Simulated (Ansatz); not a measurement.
# CH₂AlCl₂F, SMILES F[C]([AlH2])(Cl)Cl: a geometry optimisation

Computed with the Python package of Ansatz (0.2.0).

Run as a notebook:

```python
import itertools
import warnings

import ansatz as az
from ase.data import atomic_numbers, covalent_radii
import numpy as np
import pandas as pd

warnings.simplefilter("ignore", az.DeckWarning)
```

```python
geometry_ang = [
    ("F", (-1.6277, -0.6857, 0.6088)),
    ("C", (-0.7986, -0.0855, -0.3096)),
    ("Al", (0.9802, 0.0456, 0.5024)),
    ("Cl", (-0.6389, -1.0922, -1.766)),
    ("Cl", (-1.3537, 1.5368, -0.7741)),
    ("H", (1.2237, 0.9252, 1.84)),
    ("H", (2.2764, -0.7122, -0.1472)),
]
mol = az.Crystal.molecule()
for symbol, xyz in geometry_ang:
    mol = mol.atom(symbol, xyz)
```

```python
calculation = (
    mol.calculation()
    .basis(gaussian="def2-SVP")
    .functional("CAM-B3LYP")
)
symbols = [site.symbol for site in mol.cartesian_sites]
start = np.array([site.position_ang for site in mol.cartesian_sites], dtype=float)
def progress(event):
    if event["event"] == "relax_step":
        row = event["data"]
        print(f"step {row['step']:3d}  E = {row['lagrangian_ev']:.6f} eV  largest force component {row['allowed_force_max_ev_ang']:.4f} eV/A")


report = calculation.relax(force_tolerance=0.005).session().plan().execute(on_event=progress).report
end = np.array(report["positions_ang"])
```

    step   1  E = -35414.205166 eV  largest force component 1.5663 eV/A
    step   2  E = -35414.347411 eV  largest force component 0.8949 eV/A
    step   3  E = -35414.372603 eV  largest force component 0.4470 eV/A
    step   4  E = -35414.387136 eV  largest force component 0.2892 eV/A
    step   5  E = -35414.423172 eV  largest force component 0.3200 eV/A
    step   6  E = -35414.464289 eV  largest force component 0.4402 eV/A
    step   7  E = -35414.495624 eV  largest force component 0.7795 eV/A
    step   8  E = -35414.525529 eV  largest force component 0.3836 eV/A
    step   9  E = -35414.550499 eV  largest force component 0.4144 eV/A
    step  10  E = -35414.589879 eV  largest force component 0.4628 eV/A
    step  11  E = -35414.629244 eV  largest force component 0.7144 eV/A
    step  12  E = -35414.605468 eV  largest force component 0.8307 eV/A
    step  13  E = -35414.694269 eV  largest force component 0.6538 eV/A
    step  14  E = -35414.715198 eV  largest force component 0.3648 eV/A
    step  15  E = -35414.712106 eV  largest force component 0.4011 eV/A
    step  16  E = -35414.721822 eV  largest force component 0.0514 eV/A
    step  17  E = -35414.722481 eV  largest force component 0.0722 eV/A
    step  18  E = -35414.722641 eV  largest force component 0.0386 eV/A
    step  19  E = -35414.722715 eV  largest force component 0.0318 eV/A
    step  20  E = -35414.722768 eV  largest force component 0.0068 eV/A
    step  21  E = -35414.722777 eV  largest force component 0.0029 eV/A

```python
print("reference energy %16.6f eV" % report["reference_energy_ev"])
print("total energy     %16.6f eV" % report["free_energy_ev"])
print("occupied orbitals outside the frozen core (up, down):", report["n_occupied"], " frozen:", report["n_frozen"], " virtual:", report["n_virtual"])

radius = [covalent_radii[atomic_numbers[s]] for s in symbols]
span = lambda where, i, j: np.linalg.norm(where[i] - where[j])
bonded = [(i, j) for i, j in itertools.combinations(range(len(symbols)), 2) if min(span(start, i, j), span(end, i, j)) < 1.2 * (radius[i] + radius[j])]
print("pair        before    after (A)")
for i, j in bonded:
    print(f"{symbols[i]}{i}-{symbols[j]}{j}".ljust(10), f"{span(start, i, j):8.4f} {span(end, i, j):8.4f}")
```

    reference energy    -35414.722897 eV
    total energy        -35414.722897 eV
    occupied orbitals outside the frozen core (up, down): [32, 32]  frozen: 0  virtual: [60, 60]
    pair        before    after (A)
    F0-C1        1.3752   1.2773
    C1-Al2       1.9598   2.1041
    C1-Cl3       1.7777   1.6842
    C1-Cl4       1.7764   2.7495
    Al2-Cl4      3.0496   2.1887
    Al2-H5       1.6193   1.5796
    Al2-H6       1.6360   1.5786

```python
charges = report["charge_distribution"]
table = pd.DataFrame({"atom": symbols, "mulliken": charges["mulliken_charges_e"], "lowdin": charges["lowdin_charges_e"]})
print(table.round(3).to_string())
print("dipole (e A):", np.round(charges["dipole_moment_e_ang"], 4) + 0.0)
with open("ch2alcl2f_opt.xyz", "w") as handle:
    handle.write(f"{len(symbols)}\nrelaxed CH2AlCl2F\n")
    handle.writelines(f"{s:2s} {x:11.6f} {y:11.6f} {z:11.6f}\n" for s, (x, y, z) in zip(symbols, end))
```

      atom  mulliken  lowdin
    0    F    -0.034   0.220
    1    C     0.130  -0.229
    2   Al     0.555  -0.131
    3   Cl     0.072   0.371
    4   Cl    -0.325   0.046
    5    H    -0.199  -0.138
    6    H    -0.199  -0.139
    dipole (e A): [-0.4132 -0.6792 -0.152 ]

It writes `ch2alcl2f_opt.xyz`:
```text
7
relaxed CH2AlCl2F
F    -1.853702   -0.657828    0.545318
C    -0.774518   -0.704139   -0.136459
Al    0.919595    0.438625    0.365050
Cl   -1.011781   -1.517534   -1.592025
Cl   -0.256015    1.932178   -0.720133
H     0.901674    0.600469    1.936217
H     2.136146   -0.159772   -0.443667
```

Reading the output:
- The settings weren't tested for convergence.
- The end point is the stationary point reached from this start; no frequency run checks that it is a minimum, and the basis set is modest.
- The Löwdin charges here are taken after orthogonalising the functions within each atom; they differ from plain Löwdin charges, and their signs can be unphysical.
- The bonding changed during the relaxation, so the end is another isomer than the start names.
- Hardware and time: 2.1 min on 1 thread of Arm Neoverse V1 (shared host), peak memory 0.34 GiB.

(Lines on the test bed's own set-up are left out of the output.)
